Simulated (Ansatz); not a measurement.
# CH₃Br₂In: up Jacob's ladder to CCSD(T)

How much do the methods differ for CH₃Br₂In? The plan is to run it at one geometry with functionals of several rungs and with coupled cluster. The yardstick is the atomisation energy at the CCSD(T) limit.

Computed with Ansatz 0.2.0, Gaussian basis. Level: functionals in def2-TZVPP, the program's frozen cores in correlated methods.

Levels to be run: LDA (SPW92), PBE-D4, revPBE-D4, BLYP-D4, r2SCAN-D4, B97M-V, PBE0-D4, B3LYP-D4, r2SCANh-D4, r2SCAN0-D4, HSE06-D4, BHLYP-D4, CAM-B3LYP-D4, LC-ωPBE, ωB97X-V, ωB97M-V, B2PLYP, PBE-QIDH; CCSD(T)/def2-SVP; CCSD(T)/def2-TZVPP; MP2/def2-QZVPP; extrapolation to the limit; RPA on PBE.

**1. The relaxed structure**

An earlier PBE0-D4 in a triple-zeta def2 set relaxation fixed the geometry. In takes the def2 core potential; no spin-orbit term is included.

SMILES `[CH3][In]([Br])[Br]`, 7 atoms, charge 0, spin multiplicity 1.

Atoms are counted from 1 here; the program's logs count them from 0.

Bond lengths: C1–In2 2.130 Å, C1–H5 1.088 Å, C1–H6 1.089 Å, C1–H7 1.090 Å, In2–Br3 2.465 Å, In2–Br4 2.465 Å. Angles: In2–C1–H5 109.4°, In2–C1–H6 109.1°, In2–C1–H7 108.5°, H5–C1–H6 110.7°, H5–C1–H7 109.8°, H6–C1–H7 109.4°, C1–In2–Br3 123.7°, C1–In2–Br4 123.9°, Br3–In2–Br4 112.4°.

**2. LDA**

This LDA is Slater exchange with PW92 correlation.

Input file in.yaml:

```yaml
crystal:
  periodic: [false, false, false]
  atoms:
    - {symbol: C, position_ang: [-0.142438, 1.142188, -0.054609]}
    - {symbol: In, position_ang: [0.111899, -0.969539, 0.051927]}
    - {symbol: Br, position_ang: [1.950649, -2.064622, 1.275482]}
    - {symbol: Br, position_ang: [-1.387566, -2.591290, -1.042422]}
    - {symbol: H, position_ang: [-1.175792, 1.368759, -0.310854]}
    - {symbol: H, position_ang: [0.120778, 1.582397, 0.905998]}
    - {symbol: H, position_ang: [0.522471, 1.532107, -0.825512]}
basis:
  gaussian: {orbitals: def2-TZVPP}
hamiltonian: {xc: lda}
output: {orbitals: {seedname: orbitals}}
```

Run with:

```bash
$ ansatz run in.yaml --threads 4 --pin off --events-out ev --progress --plain --max-ram 10444MiB
```

Further steps of the session: PBE-D4 (GGA); revPBE-D4 (GGA); BLYP-D4 (GGA); r2SCAN-D4 (meta-GGA); B97M-V (meta-GGA); B3LYP-D4 (hybrid); r2SCANh-D4 (hybrid); r2SCAN0-D4 (hybrid); HSE06-D4 (hybrid); BHLYP-D4 (hybrid); CAM-B3LYP-D4 (range-separated); LC-ωPBE (range-separated); ωB97X-V (range-separated); ωB97M-V (range-separated); B2PLYP (double hybrid); PBE-QIDH (double hybrid); CCSD(T) in def2-SVP; CCSD(T) in def2-TZVPP; MP2 in def2-QZVPP; RPA on PBE orbitals.

**Question.** What will the summary of the whole plan be? Wanted: atomisation energy, CCSD(T)/CBS; farthest beyond LDA; mean size of error, GGA; mean size of error, meta-GGA; mean size of error, hybrid; mean size of error, range-separated; mean size of error, double hybrid; gap, smallest and largest; T1 diagnostic.

As calculated:

| quantity | value |
| --- | --- |
| atomisation energy, CCSD(T)/CBS | 2143.0 kJ/mol |
| functionals within 21.4 kJ/mol (1.0 %) | PBE-D4, r2SCAN-D4, PBE0-D4, r2SCANh-D4, HSE06-D4, ωB97X-V, PBE-QIDH |
| farthest beyond LDA | BHLYP-D4 (-85.5 kJ/mol) |
| mean size of error, GGA | 51.0 kJ/mol |
| mean size of error, meta-GGA | 17.5 kJ/mol |
| mean size of error, hybrid | 38.9 kJ/mol |
| mean size of error, range-separated | 34.7 kJ/mol |
| mean size of error, double hybrid | 42.3 kJ/mol |
| gap, smallest and largest | 4.15 eV (BLYP-D4), 11.11 eV (LC-ωPBE) |
| T1 diagnostic | 0.0101 |
| triples share of the correlation energy | 3.3 % |

In words: The LDA atomisation energy is off by 256.9 kJ/mol (12 %): it overbinds. PBE-D4 misses by -6.4 kJ/mol. Double hybrids carry the basis error of their MP2 part in triple zeta, and no dispersion term here, so their miss is partly the set-up's. Taken by rung, meta-GGA functionals do best (17.5 kJ/mol on average) and GGA ones worst beyond LDA (51.0 kJ/mol). The reference freezes the cores and leaves out spin-orbit coupling and excitations past (T), and its outer-core shells are covered unevenly, so misses under about 21.4 kJ/mol can't be ranked. All levels share the lack of spin-orbit coupling, which lowers the free heavy atoms and so the true binding. Hartree-Fock recovers 74 % of the binding; the rest is correlation. CCSD(T) in def2-SVP is off by -143.1 kJ/mol, worse than the median functional, from the basis alone. The gap grows from 4.2 to 11.1 eV across the functionals, mostly with the share of exact exchange. Correlated methods include outer-core shells of Br, In, which these sets cover unevenly.
